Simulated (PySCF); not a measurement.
# A diatomic session: ZnGe

One job finds the state of ZnGe, follows it along the bond with each method and fits the curves.

Method: Zn pcseg-1, Ge pcseg-1, no relativity; program: PySCF 2.14.0.

### Step 1. Input

The job is set up so:

```json
{"atoms": "Zn, Ge", "charge": "0", "basis": "Zn pcseg-1, Ge pcseg-1", "Hamiltonian": "no relativity", "basis functions": "58", "electrons treated": "62", "masses in u": "63.9291, 73.9212", "levels": "PBE0, PBE, r²SCAN, r²SCAN0, TPSS, BLYP, LC-ωPBE, HF, MP2, SCS-MP2", "grid": "80 radial by 434 angular points", "occupations": "held fixed by the projection of orbital angular momentum", "dissociation limit": "Zn + Ge, each in its ground configuration", "starting distance in angstrom": "2.350", "values of 2S to try": "0, 2"}
```

Launch:

```sh
OMP_NUM_THREADS=1 python dia.py task.json out
```

The runs that follow: The PBE0 curve of the state that the search chose; Excited determinants; PBE; r²SCAN; r²SCAN0 (hybrid meta-GGA); TPSS (meta-GGA); BLYP; LC-ωPBE (range-separated hybrid); ROHF.

Before running it: what results should come out? Wanted: for each run, Re; ωe; De; μ.

**Answer**, as computed:

Lowest PBE0 solution found, without spin–orbit coupling: ³Σ⁻ (triplet), unpaired electrons π ↑↑. State 2 has its PBE0 minimum 0.30 eV higher, as a spin-mixed determinant (⟨S²⟩ = 1.01), so this is no gap between pure states. State 3 has its PBE0 minimum 0.60 eV higher. State 4 has its PBE0 minimum 0.78 eV higher, as a spin-mixed determinant (⟨S²⟩ = 1.01), so this is no gap between pure states. The other levels ran on the lowest alone.

```
       level  Re (Å)  ωe (cm⁻¹)  De (eV)  μ (D)
        ROHF   2.822       82.6    0.115  -2.64
    ROHF-MP2   2.459      190.6     0.74    n/a
ROHF-SCS-MP2   2.505      171.6     0.58    n/a
         PBE   2.456      193.1     0.90  -2.65
        BLYP   2.509      170.9     0.63  -2.42
        TPSS   2.440      197.2     0.92  -2.83
      r²SCAN   2.409      211.2     1.00  -2.90
        PBE0   2.468      187.3     0.81  -2.94
     r²SCAN0   2.435      200.3     0.87  -3.07
     LC-ωPBE   2.461      182.4     0.64  -3.15
```

De is counted to Zn + Ge in their ground configurations. A positive dipole means Zn(−)Ge(+).

What this shows: The methods spread over 0.413 Å in bond length, from r²SCAN to ROHF. Among the levels with a De in the table, it runs from 0.115 eV (ROHF) to 1.00 eV (r²SCAN).

Correlated steps freeze 14 core orbitals.
